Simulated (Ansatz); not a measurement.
# ClGe₂H₅S: one species, many methods

The task here is to estimate one member of a computed series from the others.

Program: Ansatz 0.2.0, Gaussian basis. Level of theory: functionals in def2-TZVPP, the program's frozen cores in correlated methods. These are calculated values, not measurements.

Plan: LDA (SPW92), PBE-D4, revPBE-D4, BLYP-D4, r2SCAN-D4, B97M-V, PBE0-D4, B3LYP-D4, r2SCANh-D4, r2SCAN0-D4, HSE06-D4, BHLYP-D4, CAM-B3LYP-D4, LC-ωPBE, ωB97X-V, ωB97M-V, B2PLYP, PBE-QIDH; CCSD(T)/def2-SVP; CCSD(T)/def2-TZVPP; MP2/def2-QZVPP; extrapolation to the limit; RPA on PBE.

### The relaxed structure

The geometry comes from an earlier relaxation with PBE0-D4 in a triple-zeta def2 set; it is a stationary point, not always the lowest conformer.

SMILES `[Cl][GeH2][S][GeH3]`, 9 atoms, charge 0, spin multiplicity 1.

Atoms are counted from 1 here; the program's logs count them from 0.

Bond lengths: Cl1–Ge2 2.161 Å, Ge2–S3 2.199 Å, Ge2–H5 1.534 Å, Ge2–H6 1.531 Å, S3–Ge4 2.234 Å, Ge4–H7 1.536 Å, Ge4–H8 1.532 Å, Ge4–H9 1.533 Å. Angles: Cl1–Ge2–S3 110.1°, Cl1–Ge2–H5 105.3°, Cl1–Ge2–H6 107.7°, S3–Ge2–H5 111.5°, S3–Ge2–H6 107.9°, H5–Ge2–H6 114.1°, Ge2–S3–Ge4 98.5°, S3–Ge4–H7 108.7°, S3–Ge4–H8 109.8°, S3–Ge4–H9 105.3°, H7–Ge4–H8 110.7°, H7–Ge4–H9 111.2°, H8–Ge4–H9 111.0°.

Set-up of the first run:

The input, in.yaml:

```yaml
crystal:
  periodic: [false, false, false]
  atoms:
    - {symbol: Cl, position_ang: [-0.116933, 0.518385, -2.508739]}
    - {symbol: Ge, position_ang: [0.733266, 1.341595, -0.700770]}
    - {symbol: S, position_ang: [-0.618967, 0.992818, 0.997844]}
    - {symbol: Ge, position_ang: [-0.699229, -1.237785, 0.901476]}
    - {symbol: H, position_ang: [2.070444, 0.613770, -0.514993]}
    - {symbol: H, position_ang: [0.866275, 2.854427, -0.894937]}
    - {symbol: H, position_ang: [0.690502, -1.763693, 0.511234]}
    - {symbol: H, position_ang: [-1.751321, -1.676041, -0.122919]}
    - {symbol: H, position_ang: [-1.085437, -1.689875, 2.314603]}
basis:
  gaussian: {orbitals: def2-TZVPP}
hamiltonian: {xc: lda}
output: {orbitals: {seedname: orbitals}}
```

The run is started by

```sh
ansatz run in.yaml --threads 4 --pin off --events-out ev --progress --plain --max-ram 10444MiB
```

Steps of the session up to this table: LDA; PBE-D4 (GGA); revPBE-D4 (GGA); BLYP-D4 (GGA); r2SCAN-D4 (meta-GGA); B97M-V (meta-GGA); B3LYP-D4 (hybrid); r2SCANh-D4 (hybrid); r2SCAN0-D4 (hybrid); HSE06-D4 (hybrid); BHLYP-D4 (hybrid); CAM-B3LYP-D4 (range-separated); LC-ωPBE (range-separated); ωB97X-V (range-separated); ωB97M-V (range-separated); B2PLYP (double hybrid); PBE-QIDH (double hybrid).

One of the session's tables, all rows but one given; the rest of the session is left out.

It belongs to the step «Frontier levels by functional». 

| functional | HOMO (eV) | gap (eV) |
| --- | --- | --- |
| LDA (SPW92) | -6.47 | 4.74 |
| PBE-D4 | -6.38 | 4.90 |
| revPBE-D4 | -6.34 | 4.96 |
| BLYP-D4 | -6.21 | 4.80 |
| r2SCAN-D4 | -6.67 | 5.46 |
| B97M-V | -6.80 | 5.56 |
| PBE0-D4 | -7.59 | 7.04 |
| B3LYP-D4 | ? | ? |
| r2SCANh-D4 | -7.11 | 6.23 |
| r2SCAN0-D4 | -7.78 | 7.39 |
| HSE06-D4 | -7.19 | 6.27 |
| BHLYP-D4 | -8.64 | 9.07 |
| CAM-B3LYP-D4 | -8.86 | 9.34 |
| LC-ωPBE | -10.25 | 11.93 |
| ωB97X-V | -9.91 | 11.48 |
| ωB97M-V | -9.73 | 11.12 |

Estimate the missing values for B3LYP-D4.

Worked estimate for «HOMO (eV)». Against the share of exact exchange, BLYP-D4 (0, -6.21), BHLYP-D4 (0.5, -8.64) give a slope of -4.86 per unit share; at 0.2 the line stands at -7.18.

As computed: HOMO (eV): -7.33; gap (eV): 6.51. In «HOMO (eV)» the line misses by +0.15.
